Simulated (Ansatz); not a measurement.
# BrCl2HOSn: how energies converge with the basis set

Aim: see how fast density functionals converge with the basis set for BrCl2HOSn.

The runs use Ansatz 0.2.0, Gaussian basis; one geometry, several basis sets.

The runs, in order: PBE0-D4/def2-SVP; ωB97M-V/def2-SVP; PBE0-D4/def2-QZVPP; ωB97M-V/def2-QZVPP; the functionals' def2-TZVPP values are taken from earlier runs.

### 1 The geometry

The geometry comes from an earlier relaxation with PBE0-D4 in a triple-zeta def2 set; it is a stationary point. Sn takes the def2 core potential; no spin-orbit term is included.

SMILES `[OH][Sn]([Cl])([Cl])[Br]`, 6 atoms, charge 0, spin multiplicity 1.

Atoms are counted from 1 here; the program's logs count them from 0.

Bond lengths: O1–Sn2 1.934 Å, O1–H6 0.962 Å, Sn2–Cl3 2.284 Å, Sn2–Cl4 2.299 Å, Sn2–Br5 2.444 Å. Angles: Sn2–O1–H6 113.1°, O1–Sn2–Cl3 105.8°, O1–Sn2–Cl4 110.1°, O1–Sn2–Br5 111.2°, Cl3–Sn2–Cl4 109.9°, Cl3–Sn2–Br5 111.2°, Cl4–Sn2–Br5 108.8°.

Coordinates:

```mol
BrCl2HOSn
  3D, bonds by distance, orders not assigned

  6  5  0  0  0  0  0  0  0  0999 V2000
   -0.6477    0.3848    1.4148 O   0  0
    0.2474   -0.1952   -0.1982 Sn  0  0
    2.0122   -1.4687    0.4946 Cl  0  0
   -1.1782   -1.4664   -1.4775 Cl  0  0
    1.0029    1.7145   -1.5232 Br  0  0
   -1.3945    0.9671    1.2435 H   0  0
  1  2  8  0
  2  3  8  0
  2  4  8  0
  2  5  8  0
  1  6  8  0
M  END
```

### 2 PBE0-D4 in def2-SVP

Contents of in.yaml:

```yaml
crystal:
  periodic: [false, false, false]
  atoms:
    - {symbol: O, position_ang: [-0.647668, 0.384805, 1.414758]}
    - {symbol: Sn, position_ang: [0.247408, -0.195237, -0.198234]}
    - {symbol: Cl, position_ang: [2.012207, -1.468710, 0.494556]}
    - {symbol: Cl, position_ang: [-1.178187, -1.466444, -1.477476]}
    - {symbol: Br, position_ang: [1.002928, 1.714496, -1.523250]}
    - {symbol: H, position_ang: [-1.394488, 0.967091, 1.243546]}
basis:
  gaussian: {orbitals: def2-SVP}
hamiltonian: {xc: pbe0, dispersion: d4}
output: {orbitals: {seedname: orbitals}}
```

The runs that follow: ωB97M-V in def2-SVP; PBE0-D4 in def2-QZVPP; ωB97M-V in def2-QZVPP.

**Question.** What will the summary of the whole plan be? Wanted: PBE0-D4: double and triple zeta above quadruple; ωB97M-V: double and triple zeta above quadruple.

The runs gave:

| quantity | value |
| --- | --- |
| PBE0-D4: double and triple zeta above quadruple | 22.65, 2.37 eV |
| ωB97M-V: double and triple zeta above quadruple | 22.46, 2.27 eV |

**Reading.** For PBE0-D4 the step from double to triple zeta gains 20.28 eV and the next only 2.37 eV. Total energies overstate the basis error of differences, where much of it tends to cancel.
